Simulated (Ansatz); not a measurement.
# V3BMo: the cost of one run

Method: DFT PBE, scalar-relativistic, plane waves, PAW, in Ansatz 0.2.0.

### Step 1. Starting point

The structure is cubic, space group Pm-3m (No. 221). Conventional cell: a = 3.844 Å, b = 3.844 Å, c = 3.844 Å, α = 90.00°, β = 90.00°, γ = 90.00°. V (site symmetry 4/mmm) has 2 B at 1.92 Å as nearest neighbours. Around B (site symmetry m-3m) lie 6 V at 1.92 Å. Mo (site symmetry m-3m) has 12 V at 2.72 Å as nearest neighbours.

As a file:

```xyz
5
Lattice="3.8436 0.0000 0.0000 0.0000 3.8436 0.0000 0.0000 0.0000 3.8436" Properties=species:S:1:pos:R:3 pbc="T T T"
V     0.0000    1.9218    1.9218
V     1.9218    0.0000    1.9218
V     1.9218    1.9218    0.0000
B     1.9218    1.9218    1.9218
Mo    0.0000    0.0000    0.0000
```

(A quick probe on a coarse mesh, which set the mesh and smearing, is not shown.)

### Step 3. Coarse relaxation

input.yaml

```yaml
crystal:
  lattice:
    - [3.8435613569, 0.0, 0.0]
    - [0.0, 3.8435613569, 0.0]
    - [0.0, 0.0, 3.8435613569]
  atoms:
    - { symbol: V, position: [0.0, 0.5, 0.5] }
    - { symbol: V, position: [0.5, 0.0, 0.5] }
    - { symbol: V, position: [0.5, 0.5, 0.0] }
    - { symbol: B, position: [0.5, 0.5, 0.5] }
    - { symbol: Mo, position: [0.0, 0.0, 0.0] }
basis:
  ecutwfc: 420
kpoints:
  mp_grid: { grid: [4, 4, 4] }
hamiltonian:
  xc: pbe
scf:
  occupations: { method: gaussian, width: 0.1 }
  lower_state_search: "off"
output:
  forces: true
  stress: true
  eigenvalues: true
relax:
  adjacent_minimum: "off"
  f_tol: 0.04
  max_steps: 70
  cell: { stress_tol: 0.4 }
```

The run is started by

```
$ ansatz run input.yaml --threads 1 --pin off --max-ram 2560MiB --backend cpu --events-out ev --progress --plain --runs-dir out
```

Q: Estimate wall time and peak memory on 1 thread of Arm Neoverse V2, shared host.

About 6.8 s, with a peak of 0.34 GiB.
